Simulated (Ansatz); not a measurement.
# MnSe: the cost of one run

Program: Ansatz 0.2.0. Level of theory: DFT PBEsol+U, PAW, plane waves, scalar-relativistic; U − J = 3.9 eV on Mn d. These are calculated values, not measurements.

## Step 1: The structure to begin with

The structure is cubic, space group Fm-3m (No. 225). The conventional cell has a = 5.460 Å, b = 5.460 Å, c = 5.460 Å, α = 90.00°, β = 90.00°, γ = 90.00°. Mn (site symmetry m-3m) is surrounded by 6 Se at 2.73 Å. Se (site symmetry m-3m) is surrounded by 6 Mn at 2.73 Å.

Structure file:

```cif
data_structure
_symmetry_space_group_name_H-M 'P 1'
_symmetry_Int_Tables_number 1
_cell_length_a 6.6871
_cell_length_b 3.8608
_cell_length_c 3.8608
_cell_angle_alpha 90.000
_cell_angle_beta 54.736
_cell_angle_gamma 90.000
_cell_volume 81.39
loop_
_atom_site_label
_atom_site_type_symbol
_atom_site_fract_x
_atom_site_fract_y
_atom_site_fract_z
_atom_site_occupancy
Mn1 Mn 0.00000 0.00000 0.00000 1
Mn2 Mn 0.50000 0.50000 0.00000 1
Se1 Se 0.00000 0.50000 0.50000 1
Se2 Se 0.50000 0.00000 0.50000 1
```

In tables a label like Se4 counts atoms in the order of input.yaml; a structure file may count by element.

The first starts: parallel moments, plain SCF; opposed moments +-, plain SCF; no spin polarisation; spin on, no moments given (the program may seed its own), plain SCF. Further starts follow from what these give.

“Plain SCF” means no search for lower states. 

The total moment includes the space between the atomic spheres.

## Step 2: Parallel moments, plain SCF

Contents of input.yaml:

```yaml
crystal:
  lattice:
    - [-2.73, -2.73, -5.46]
    - [2.73, -2.73, 0.0]
    - [-2.73, -2.73, 0.0]
  atoms:
    - { symbol: Mn, position: [0.0, 0.0, 0.0], spin: 4.5 }
    - { symbol: Mn, position: [0.5, 0.5, 0.0], spin: 4.5 }
    - { symbol: Se, position: [0.0, 0.5, 0.5] }
    - { symbol: Se, position: [0.5, 0.0, 0.5] }
magnetization:
  spin_polarized: true
hamiltonian:
  xc: pbesol
  pseudopotentials: { kind: paw }
  hubbard: { sites: [{ species: Mn, l: d, u_eff: 3.9 }] }
basis:
  ecutwfc: 420
kpoints:
  mp_grid: { grid: [4, 6, 7] }
scf:
  occupations: { method: fermi_dirac, width: 0.03 }
  lower_state_search: "off"
output:
  forces: true
  stress: true
```

What time and memory should one allow on 2 threads of an Arm CPU, shared host?

About 17 s, with a peak of 0.68 GiB.
